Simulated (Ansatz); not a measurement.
# CH₆GeOSi: one species, many methods

An exercise on one series of results from a longer session: the logs are not shown, and one member is left open.

Program: Ansatz 0.2.0, Gaussian basis. Level of theory: functionals in def2-TZVPP, the program's frozen cores in correlated methods. These are calculated values, not measurements.

Levels to be run: PBE-D4, r2SCAN-D4, PBE0-D4, B3LYP-D4, ωB97X-V, ωB97M-V, B2PLYP; CCSD(T)/def2-TZVPP; MP2/def2-QZVPP; extrapolation to the limit.

## The geometry

An earlier PBE0-D4 in a triple-zeta def2 set relaxation fixed the geometry.

SMILES `O=[CH][GeH2][SiH3]`, 10 atoms, charge 0, spin multiplicity 1.

Atoms are counted from 1 here; the program's logs count them from 0.

Bond lengths: O1–C2 1.198 Å, C2–Ge3 2.009 Å, C2–H5 1.116 Å, Ge3–Si4 2.382 Å, Ge3–H6 1.541 Å, Ge3–H7 1.535 Å, Si4–H8 1.485 Å, Si4–H9 1.486 Å, Si4–H10 1.487 Å. Angles: O1–C2–Ge3 122.9°, O1–C2–H5 120.1°, Ge3–C2–H5 117.0°, C2–Ge3–Si4 108.8°, C2–Ge3–H6 107.9°, C2–Ge3–H7 108.1°, Si4–Ge3–H6 110.1°, Si4–Ge3–H7 111.8°, H6–Ge3–H7 110.1°, Ge3–Si4–H8 109.5°, Ge3–Si4–H9 110.2°, Ge3–Si4–H10 109.3°, H8–Si4–H9 109.5°, H8–Si4–H10 109.2°, H9–Si4–H10 109.1°.

Set-up of the first run:

File in.yaml:

```yaml
crystal:
  periodic: [false, false, false]
  atoms:
    - {symbol: O, position_ang: [-0.426367, -0.122567, -2.735441]}
    - {symbol: C, position_ang: [-0.790237, 0.426041, -1.734048]}
    - {symbol: Ge, position_ang: [0.438223, 0.807030, -0.190985]}
    - {symbol: Si, position_ang: [0.247448, -0.960668, 1.394828]}
    - {symbol: H, position_ang: [-1.858019, 0.729255, -1.618801]}
    - {symbol: H, position_ang: [0.000387, 2.140543, 0.445511]}
    - {symbol: H, position_ang: [1.867236, 0.928686, -0.738797]}
    - {symbol: H, position_ang: [0.683708, -2.236341, 0.771722]}
    - {symbol: H, position_ang: [1.091255, -0.677002, 2.584825]}
    - {symbol: H, position_ang: [-1.170433, -1.086077, 1.824087]}
basis:
  gaussian: {orbitals: def2-TZVPP}
hamiltonian: {xc: pbe, dispersion: d4}
output: {forces: true, orbitals: {seedname: orbitals}}
```

Started as:

```sh
> ansatz run in.yaml --threads 4 --pin off --events-out ev --progress --plain --max-ram 10444MiB
```

Steps of the session up to this table: PBE-D4 (GGA); r2SCAN-D4 (meta-GGA); PBE0-D4 (hybrid); B3LYP-D4 (hybrid); ωB97X-V (range-separated); ωB97M-V (range-separated); B2PLYP (double hybrid); CCSD(T) in def2-TZVPP; MP2 in def2-QZVPP.

One table of the session follows, with a row left open; its other results are not shown here.

```
            method  atomisation energy (kcal/mol)
            PBE-D4                          774.7
         r2SCAN-D4                          768.8
           PBE0-D4                          760.5
          B3LYP-D4                          764.8
           ωB97X-V                          771.6
           ωB97M-V                          764.5
            B2PLYP                          756.4
     HF/def2-TZVPP                          546.8
    MP2/def2-TZVPP                              ?
   CCSD/def2-TZVPP                          738.3
CCSD(T)/def2-TZVPP                          750.1
           MP2/CBS                          771.1
       CCSD(T)/CBS                          768.1
```

Q: Estimate the row for MP2/def2-TZVPP from the others.

The run gave: atomisation energy (kcal/mol): 753.0. In the column «atomisation energy (kcal/mol)» it lies between CCSD(T)/def2-TZVPP (750.1) and B2PLYP (756.4).

Caveats from the session: Free atoms (1 O, 1 C, 1 Ge, 1 Si, 6 H) were run apart at each level; the atomisation energy is their sum less the molecule, without zero-point or spin-orbit terms.
